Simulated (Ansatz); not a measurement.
# C2H9NOSi2: the cost of one run

Method: RKS BHLYP-D4/STO-3G, in Ansatz 0.2.0.

### 1 The starting structure

Bond lengths (14 of 15 bonds, heavy atoms first): C1–C2 1.484 Å, C2–N3 1.442 Å, C2–O4 1.368 Å, C2–Si5 1.878 Å, O4–Si5 1.632 Å, Si5–Si6 2.271 Å, C1–H7 1.049 Å, C1–H8 1.114 Å, C1–H9 1.145 Å, N3–H10 1.044 Å, N3–H11 0.995 Å, Si5–H12 1.472 Å, Si6–H13 1.493 Å, Si6–H14 1.498 Å. Angles (14 of 28 angles, heavy atoms first): C1–C2–N3 115.7°, C1–C2–O4 118.6°, C1–C2–Si5 122.0°, N3–C2–O4 110.5°, N3–C2–Si5 118.3°, O4–C2–Si5 57.9°, C2–O4–Si5 76.9°, C2–Si5–O4 45.2°, C2–Si5–Si6 119.9°, O4–Si5–Si6 114.6°, C2–C1–H7 113.8°, C2–C1–H8 110.2°, C2–C1–H9 112.1°, C2–N3–H10 110.6°.

Structure file:

```xyz
15

C     0.1515   -0.5938    1.5890
C     0.7477   -0.6451    0.2314
N     2.0922   -1.1603    0.1592
O    -0.0080   -1.1338   -0.7987
Si    0.1372    0.4501   -1.1664
Si   -1.7682    1.6593   -0.9087
H     0.3263   -1.4554    2.1618
H    -0.9470   -0.4220    1.5212
H     0.5120    0.3159    2.1831
H     2.1853   -2.0263    0.7349
H     2.3246   -1.4548   -0.7625
H     0.9752    0.5592   -2.3721
H    -2.3303    1.6228    0.4739
H    -2.8772    1.1698   -1.7884
H    -1.5433    3.0636   -1.2285
```

### 2 End point A

File input.yaml:

```yaml
crystal:
  periodic: [false, false, false]
  atoms:
    - { symbol: C, position_ang: [0.1515, -0.5938, 1.589] }
    - { symbol: C, position_ang: [0.7477, -0.6451, 0.2314] }
    - { symbol: "N", position_ang: [2.0922, -1.1603, 0.1592] }
    - { symbol: O, position_ang: [-0.008, -1.1338, -0.7987] }
    - { symbol: Si, position_ang: [0.1372, 0.4501, -1.1664] }
    - { symbol: Si, position_ang: [-1.7682, 1.6593, -0.9087] }
    - { symbol: H, position_ang: [0.3263, -1.4554, 2.1618] }
    - { symbol: H, position_ang: [-0.947, -0.422, 1.5212] }
    - { symbol: H, position_ang: [0.512, 0.3159, 2.1831] }
    - { symbol: H, position_ang: [2.1853, -2.0263, 0.7349] }
    - { symbol: H, position_ang: [2.3246, -1.4548, -0.7625] }
    - { symbol: H, position_ang: [0.9752, 0.5592, -2.3721] }
    - { symbol: H, position_ang: [-2.3303, 1.6228, 0.4739] }
    - { symbol: H, position_ang: [-2.8772, 1.1698, -1.7884] }
    - { symbol: H, position_ang: [-1.5433, 3.0636, -1.2285] }
basis:
  gaussian: { orbitals: STO-3G }
hamiltonian:
  xc: { name: BHLYP }
  dispersion: d4
relax:
  f_tol: 0.015
  max_steps: 40
```

On the command line:

```sh
$ ansatz run input.yaml --threads 1 --pin off --max-ram 2048MiB --backend cpu --events-out ev --progress --plain --runs-dir out
```

Q: Estimate wall time and peak memory on 1 thread of Intel Xeon 6975P-C (Granite Rapids), shared host.

About 47 s, with a peak of 0.19 GiB.
